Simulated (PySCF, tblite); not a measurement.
# C₉H₁₁+: geometry, infrared bands, NMR shifts and electronic excitations

Wanted: the infrared bands, NMR shifts and electronic excitations of C₉H₁₁+ (`C[CH+]c1cccc(C)c1`), by calculation.

Programs: tblite 0.8.0 and PySCF 2.14.0, with density-fitted response routines of our own. Each step states its level of theory. These are calculated values for one molecule in the gas phase, unless marked as measured. Atoms are numbered from 0 throughout.

**1. The starting structure**

20 atoms, charge 1, multiplicity 1; geometry from: GFN2-xTB.

Bonds of the start (Å): C0–C1 1.45, C1–C2 1.39, C2–C3 1.43, C3–C4 1.37, C4–C5 1.39, C5–C6 1.40, C6–C7 1.49, C6–C8 1.38, C8–C2 1.43, C0–H9 1.10, C0–H10 1.08, C0–H11 1.10, C1–H12 1.09, C3–H13 1.08, C4–H14 1.08, C5–H15 1.08, C7–H16 1.09, C7–H17 1.09, C7–H18 1.09, C8–H19 1.08.

**2. Vibrational analysis with GFN2-xTB**

The job: settings as JSON, then the geometry in Å.

```
{"job": {"kind": "ir", "xc": "GFN2-xTB", "basis": "xTB"}, "charge": 1, "multiplicity": 1}
C      3.287650    -0.301836     0.077451
C      1.933799    -0.814684     0.096904
C      0.742185    -0.108454     0.013230
C      0.683079     1.310404    -0.117990
C     -0.533901     1.939618    -0.192409
C     -1.715023     1.200278    -0.137369
C     -1.706527    -0.198027    -0.011337
C     -2.991372    -0.948536     0.050872
C     -0.485525    -0.834195     0.061469
H      3.843318    -0.793885    -0.728803
H      3.370584     0.775563    -0.019148
H      3.806330    -0.635575     0.983479
H      1.848810    -1.893814     0.189226
H      1.591132     1.889306    -0.160572
H     -0.584045     3.012842    -0.294689
H     -2.664522     1.713772    -0.192933
H     -2.829600    -2.020496    -0.009268
H     -3.651533    -0.643771    -0.758518
H     -3.503225    -0.728518     0.987331
H     -0.446764    -1.909316     0.160038
```

**Question.** This job is followed by: PBE0-D3(BJ)/def2-SVP geometry optimisation, gas phase; GIAO PBE0/pcSseg-1 NMR shielding, non-relativistic, gas phase; TDDFT CAM-B3LYP/def2-SVPD, vertical, gas phase, core orbitals frozen in the response; GIAO B3LYP/pcSseg-1 NMR shielding, non-relativistic, gas phase. What will the session give for the following? strongest single infrared mode (GFN2-xTB); zero-point energy (GFN2-xTB); point group; rotational constants (main isotopes); 13C shifts against TMS (PBE0/pcSseg-1); 1H shifts against TMS (PBE0/pcSseg-1, means over atoms taken as alike); lowest singlet (CAM-B3LYP/def2-SVPD); brightest single state of those computed; lowest triplet; vertical ionisation energy (ΔSCF); range of the shift of C6.

**Answer**, as computed:

| quantity | value |
| --- | --- |
| strongest single infrared mode (GFN2-xTB) | 1305 cm⁻¹, 476 km/mol |
| zero-point energy (GFN2-xTB) | 104.3 kcal/mol |
| point group | C1 |
| rotational constants (main isotopes) | 3.47, 1.09, 0.84 GHz |
| 13C shifts against TMS (PBE0/pcSseg-1) | 232.8, 172.3, 159.2, 153.1, 146.7, 142.7, 139.7, 31.0, 22.4 ppm |
| 1H shifts against TMS (PBE0/pcSseg-1, means over atoms taken as alike) | 9.56, 8.86, 8.81, 8.32, 8.04, 3.66, 2.87 ppm |
| lowest singlet (CAM-B3LYP/def2-SVPD) | 3.20 eV (388 nm), f = 0.031 |
| brightest single state of those computed | state 2, 4.47 eV, f = 0.465 |
| lowest triplet | 2.13 eV |
| vertical ionisation energy (ΔSCF) | 13.72 eV |
| range of the shift of C6 | 153.1 to 154.8 ppm |

All 54 modes are real, so the xTB geometry is a minimum. The strongest single mode, at 1305 cm⁻¹, moves mainly H9 and H11. Unscaled tight-binding wavenumbers are off by several per cent, some by more. Its intensities can rank the bands wrongly. Over 6 steps the energy fell by 0.046 eV; of the close pairs, C5–H15 changed most, 1.081 to 1.095 Å. No frequency check was run at this level, so the end point may be a saddle. The most deshielded carbon is C1 (carbocation centre), at 232.8 ppm: the empty p orbital gives low-energy magnetic excitations and strong deshielding. At PBE0/pcSseg-1: Shielding is most anisotropic at C1 (span 321 ppm, paramagnetic term -304 ppm). NICS(1)zz of -18 ppm above the planar ring from C2 marks a diatropic (aromatic) ring current. The first singlet state (HOMO→LUMO 0.96) lies at 3.20 eV and is weak; of the 10 states computed, the strongest absorption comes from state 2 at 4.47 eV. The lowest triplet lies 1.07 eV below the lowest singlet (triplets in Tamm-Dancoff, singlets in full TDDFT). ΔSCF puts the ionisation energy at 13.72 eV, 0.57 eV above −ε(HOMO). In ppm, C6 moves most: its shift spreads over 1.7 ppm, from 153.1 (PBE0/pcSseg-1) to 154.8 (B3LYP/pcSseg-1).
